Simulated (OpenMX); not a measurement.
Runs of OpenMX 3.8.5 on TaTe. Symmetry: P4/mmm, No. 123, tetragonal system. Conventional cell: a = 3.557 Å, b = 3.557 Å, c = 3.420 Å, α = 90.00°, β = 90.00°, γ = 90.00°. Ta (site symmetry 4/mmm) has 8 Te at 3.04 Å and 2 Ta at 3.42 Å as nearest neighbours. Te (site symmetry 4/mmm) has 8 Ta at 3.04 Å and 2 Te at 3.42 Å as nearest neighbours. The cell was built by a generator and needn't be a form met in nature.

```csv
cell,pressure (GPa)
"P4/mmm, 21.63 Å³/atom",-8.5
"Pm-3m, 20.0 Å³/atom",(a)
"P4/mmm, 20.81 Å³/atom",-4.2
"P4/mmm, 18.43 Å³/atom",16.7
"P4/mmm, 19.21 Å³/atom",(b)
```

Alike in all rows: task band structure; level PBE; potentials or basis OpenMX 2013 PBE set, Ta7.0-s3p2d2f1, Te7.0-s3p2d2f1, grid cutoff 500 Ry; no spin polarisation; k mesh 7 × 7 × 7; smearing fermi-dirac 0.05 eV.

Task: Fill in the values left out.

Result: (a) 1.4; (b) 8.3.

Caveats: the basis has few d functions beyond the semicore shells, which can make volumes several per cent too large; the basis of atomic orbitals isn't converged, which shifts pressures, moduli and gaps.
